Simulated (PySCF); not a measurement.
# SbBr: bond curves at several levels of theory

The task here is to estimate one member of a computed series from the others.

Program: PySCF 2.14.0. Level of theory: Sb def2-SVP with ECP28, Br def2-SVP, scalar-relativistic core potentials. These are calculated values, not measurements.

Set-up of the first run:

The job is set up so:

- atoms: Sb, Br
- charge: 0
- basis: Sb def2-SVP with ECP28, Br def2-SVP
- Hamiltonian: scalar-relativistic core potentials
- basis functions: 58
- electrons treated: 58
- masses in u: 120.9038, 78.9183
- levels: PBE0, PBE, r²SCAN, PBEsol, BP86, MN15, HF, MP2, SCS-MP2
- grid: 80 radial by 434 angular points
- occupations: held fixed by the projection of orbital angular momentum
- dissociation limit: Sb + Br, each in its ground configuration
- starting distance in angstrom: 2.480
- values of 2S to try: 0, 2, 4

Command:

```console
> OMP_NUM_THREADS=1 python dia.py task.json out
```

Among the steps run: Input; PBE0 along the bond; Higher solutions at PBE0; PBE; r²SCAN; PBEsol; BP86; MN15; UHF.

One of the session's tables, all rows but one given; the rest of the session is left out.

It belongs to the step «The curves together». Energy (eV) from each level's lowest point:

```
R (Å)    UHF  UHF-MP2  UHF-SCS-MP2    PBE  PBEsol
2.168  1.322    1.271        1.315  1.248   1.134
2.269  0.601    0.566        0.597  0.561   0.485
2.370      ?        ?            ?      ?       ?
2.445  0.054    0.044        0.053  0.047   0.026
2.521  0.000    0.000        0.000  0.000   0.000
2.597  0.017    0.026        0.017  0.020   0.039
2.697  0.119    0.139        0.120  0.121   0.163
2.824  0.325    0.366        0.336  0.324   0.391
2.975  0.611    0.756        0.726  0.625   0.717
3.176  0.902    1.313        1.284  1.051   1.172
```

Estimate the missing values for R (Å) = 2.370.

Worked estimate for «UHF». A straight line through the neighbours (2.269, 0.601) and (2.445, 0.054) gives 0.601 + (0.054 − 0.601) × (2.370 − 2.269) / (2.445 − 2.269) = 0.287; a parabola fitted to 4 rows on both sides gives 0.187.

**Answer.** UHF: 0.202; UHF-MP2: 0.182; UHF-SCS-MP2: 0.200; PBE: 0.185; PBEsol: 0.141. In «UHF» the line misses by +0.085 and the parabola by -0.015.
